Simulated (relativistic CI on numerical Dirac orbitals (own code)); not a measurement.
# Ti³⁺ (3d) in crystal fields: levels and magnetism

How does a crystal field split the 3d shell of Ti³⁺, and what follows for the ground state and χT? 6 fields tried.

Program: relativistic CI on numerical Dirac orbitals (own code) version 1. Level of theory: Dirac-Coulomb-Breit CI, KLI orbitals optimised for each configuration, model QED (radiative potential, 1s self-energy scaled to tabulated hydrogen-like ionisation energies), one configuration in a parametric crystal field. These are calculated values, not measurements, unless marked.

### Step 1. What is computed

| Quantity | Value |
| --- | --- |
| ion | Ti³⁺ (Ti IV) |
| nuclear charge | 22 |
| electrons | 19 |
| open shell | 3d |
| Slater scale | 1 |
| field 1 (cm⁻¹) | D3d, 10Dq = 18000, Dsigma = 1150, Dtau = 50 |
| field 2 (cm⁻¹) | D4h, 10Dq = 23650, Ds = 2970, Dt = 1120 |
| field 3 (cm⁻¹) | D4h, 10Dq = 31500, Ds = 2480, Dt = -440 |
| field 4 (cm⁻¹) | D3d, 10Dq = 31800, Dsigma = 560, Dtau = 210 |
| field 5 (cm⁻¹) | D4h, 10Dq = 32500, Ds = 1750, Dt = 660 |
| field 6 (cm⁻¹) | D4h, 10Dq = 16200, Ds = 2620, Dt = -520 |

The outer shells:

[Ar] 3d1
```
[Ar] core
3d [↑ ][  ][  ][  ][  ]
```

### Step 2. Field 1: D3d, 10Dq = 18000, Dsigma = 1150, Dtau = 50

Settings, as recorded:

```ini
atom Ti  Z=22  charge=3  electrons=19
nucleus A=48  rms_radius_fm=3.5921
hamiltonian dirac-coulomb  breit=on  qed=on  c_scale=1
orbitals kli  potential=per-configuration
slater_scale 1
correlation none
mixing on
configurations
  [Ar] 3d
end
crystal_field D3d 10Dq=18000 Dsigma=1150 Dtau=50
```

### Step 3. Field 2: D4h, 10Dq = 23650, Ds = 2970, Dt = 1120

Settings: those of step 2 with these lines changed.

```diff
@@ -10,2 +10,2 @@
 end
-crystal_field D3d 10Dq=18000 Dsigma=1150 Dtau=50
+crystal_field D4h 10Dq=23650 Ds=2970 Dt=1120
```

### Step 4. Field 3: D4h, 10Dq = 31500, Ds = 2480, Dt = -440

Settings: those of step 3 with these lines changed.

```diff
@@ -10,2 +10,2 @@
 end
-crystal_field D4h 10Dq=23650 Ds=2970 Dt=1120
+crystal_field D4h 10Dq=31500 Ds=2480 Dt=-440
```

### Step 5. Field 4: D3d, 10Dq = 31800, Dsigma = 560, Dtau = 210

Settings: those of step 4 with these lines changed.

```diff
@@ -10,2 +10,2 @@
 end
-crystal_field D4h 10Dq=31500 Ds=2480 Dt=-440
+crystal_field D3d 10Dq=31800 Dsigma=560 Dtau=210
```

### Step 6. Field 5: D4h, 10Dq = 32500, Ds = 1750, Dt = 660

Settings: those of step 5 with these lines changed.

```diff
@@ -10,2 +10,2 @@
 end
-crystal_field D3d 10Dq=31800 Dsigma=560 Dtau=210
+crystal_field D4h 10Dq=32500 Ds=1750 Dt=660
```

### Step 7. Field 6: D4h, 10Dq = 16200, Ds = 2620, Dt = -520

Settings: those of step 6 with these lines changed.

```diff
@@ -10,2 +10,2 @@
 end
-crystal_field D4h 10Dq=32500 Ds=1750 Dt=660
+crystal_field D4h 10Dq=16200 Ds=2620 Dt=-520
```

(Steps that only read results are left out.)

Q: Predict the outcome of this session. Wanted: ground spin; ground doublet.

**Answer**, as computed:

| field | ground state | degeneracy | S | J | first gap (cm⁻¹) | stabilisation (cm⁻¹) | χT at 2 K | χT at 300 K |
| --- | --- | --- | --- | --- | --- | --- | --- | --- |
| 1: D3d | G4 | 2 | 0.50 | 2.12 | 3601 | -9595 | 0.347 | 0.391 |
| 2: D4h | G6 | 2 | 0.50 | 1.93 | 139 | -7814 | 0.005 | 0.424 |
| 3: D4h | G6 | 2 | 0.50 | 1.94 | 139 | -16702 | 0.005 | 0.416 |
| 4: D3d | G4 | 2 | 0.50 | 2.13 | 3012 | -14895 | 0.349 | 0.389 |
| 5: D4h | G6 | 2 | 0.50 | 1.94 | 135 | -11972 | 0.005 | 0.426 |
| 6: D4h | G6 | 2 | 0.50 | 1.94 | 139 | -11042 | 0.005 | 0.417 |

χT is in cm³ K/mol; stabilisation counts from the free ion's lowest level; S and J come from the expectation values of their squares.

```
                           quantity                                                 value
ground spin (effective S from ⟨S²⟩)  1: 0.50, 2: 0.50, 3: 0.50, 4: 0.50, 5: 0.50, 6: 0.50
                        χT at 300 K                                0.39 to 0.43 cm³ K/mol
                     ground doublet                         field 1, g = 1.88, 1.88, 2.00
```

In words: All fields leave the ground state at S = 1/2. The field is a set of parameters, without covalency or charge transfer.
